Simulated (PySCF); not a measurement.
# The bond of TlC, level by level

An exercise on one series of results from a longer session: the logs are not shown, and one member is left open.

Computed with PySCF 2.14.0. Level: Tl cc-pVDZ-PP with ECP60, C cc-pVDZ, scalar-relativistic core potentials.

Set-up of the first run:

A driver script around PySCF takes these settings:

| Item | Value |
| --- | --- |
| atoms | Tl, C |
| charge | 0 |
| basis | Tl cc-pVDZ-PP with ECP60, C cc-pVDZ |
| Hamiltonian | scalar-relativistic core potentials |
| basis functions | 37 |
| electrons treated | 27 |
| masses in u | 204.9744, 12.0000 |
| levels | PBE0, PBE, r²SCAN, TPSS, r²SCAN0, revPBE, HSE06, HF, MP2, SCS-MP2, CCSD, CCSD(T) |
| grid | 80 radial by 434 angular points |
| occupations | held fixed by the projection of orbital angular momentum |
| dissociation limit | Tl + C, each in its ground configuration |
| starting distance in angstrom | 2.140 |
| values of 2S to try | 1, 3 |

Command:

```sh
OMP_NUM_THREADS=1 python dia.py task.json out
```

Steps of the session up to this table: Set-up; PBE0 along the bond; Higher solutions at PBE0; PBE (GGA); r²SCAN (meta-GGA); TPSS; r²SCAN0; revPBE (GGA); HSE06; UHF (mean field); MP2 and coupled cluster.

One table of the session follows, with a row left open; its other results are not shown here.

Energy (eV) from each level's lowest point:

| R (Å) | UHF | UHF-MP2 | UHF-SCS-MP2 | UHF-CCSD | UHF-CCSD(T) |
| --- | --- | --- | --- | --- | --- |
| 1.976 | 0.808 | 0.653 | 0.678 | n/a | n/a |
| 2.068 | 0.391 | 0.297 | 0.313 | 0.306 | 0.301 |
| 2.160 | 0.147 | 0.096 | 0.106 | 0.103 | 0.101 |
| 2.229 | 0.047 | 0.023 | 0.027 | 0.027 | 0.026 |
| 2.298 | 0.002 | 0.000 | 0.000 | 0.000 | 0.000 |
| 2.367 | 0.000 | 0.016 | 0.012 | 0.012 | 0.012 |
| 2.459 | 0.046 | 0.085 | 0.075 | 0.073 | 0.074 |
| 2.574 | ? | ? | ? | ? | ? |
| 2.712 | 0.342 | 0.435 | 0.412 | 0.397 | 0.397 |
| 2.896 | 0.621 | 0.756 | 0.721 | n/a | n/a |

Q: Estimate the row for R (Å) = 2.574 from the others.

Worked estimate for «UHF». A straight line through the neighbours (2.459, 0.046) and (2.712, 0.342) gives 0.046 + (0.342 − 0.046) × (2.574 − 2.459) / (2.712 − 2.459) = 0.181; a parabola fitted to 4 rows on both sides gives 0.166.

**Answer.** UHF: 0.159; UHF-MP2: 0.223; UHF-SCS-MP2: 0.207; UHF-CCSD: 0.200; UHF-CCSD(T): 0.200. In «UHF» the line misses by +0.022 and the parabola by +0.007.
